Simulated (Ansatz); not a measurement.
# Na: the cost of one run

Program: Ansatz 0.2.0. Level of theory: DFT PBEsol, scalar-relativistic. These are calculated values, not measurements.

### Step 1. The system as given

The structure is cubic, space group Im-3m (No. 229). The conventional cell has a = 4.235 Å, b = 4.235 Å, c = 4.235 Å, α = 90.00°, β = 90.00°, γ = 90.00°. Na (site symmetry m-3m) is surrounded by 8 Na at 3.67 Å.

Structure file:

```xyz
1
Lattice="-2.1175 2.1175 2.1175 2.1175 -2.1175 2.1175 2.1175 2.1175 -2.1175" Properties=species:S:1:pos:R:3 pbc="T T T"
Na    0.0000    0.0000    0.0000
```

### Step 2. The deformed structure

Space group Im-3m before, I4/mmm after.

### Step 3. LAPW, all electrons

input.yaml reads:

```yaml
crystal:
  lattice:
    - [-2.07515, 2.07515, 2.1175]
    - [2.07515, -2.07515, 2.1175]
    - [2.07515, 2.07515, -2.1175]
  atoms:
    - { symbol: Na, position: [0.0, 0.0, 0.0] }
kpoints:
  mp_grid: { grid: [12, 12, 12] }
  band_path:
    path:
      - [0.0, 0.0, 0.0]
      - [0.0, 0.0, 0.5]
      - [0.25, 0.25, 0.25]
      - [0.0, 0.5, 0.0]
      - [0.0, 0.0, 0.0]
      - [0.5, 0.5, -0.5]
      - [0.4901, 0.5099, -0.4901]
      - [-0.4901, 0.4901, 0.4901]
      - [0.0, 0.0, 0.0]
    npoints: 5
scf:
  occupations: { method: fermi_dirac, width: 0.05 }
hamiltonian:
  xc: pbesol
  pseudopotentials: { kind: all_electron, lapw: { basis_error: 0.00025 } }
output:
  forces: true
  stress: true
  eigenvalues: true
```

Launch:

```
$ ansatz run input.yaml --threads 1 --pin off --max-ram 3072MiB --backend cpu --events-out ev --progress --plain --runs-dir out
```

What time and memory should one allow on 1 thread of Arm Neoverse V1, shared host?

About 5.8 s, with a peak of 0.24 GiB.
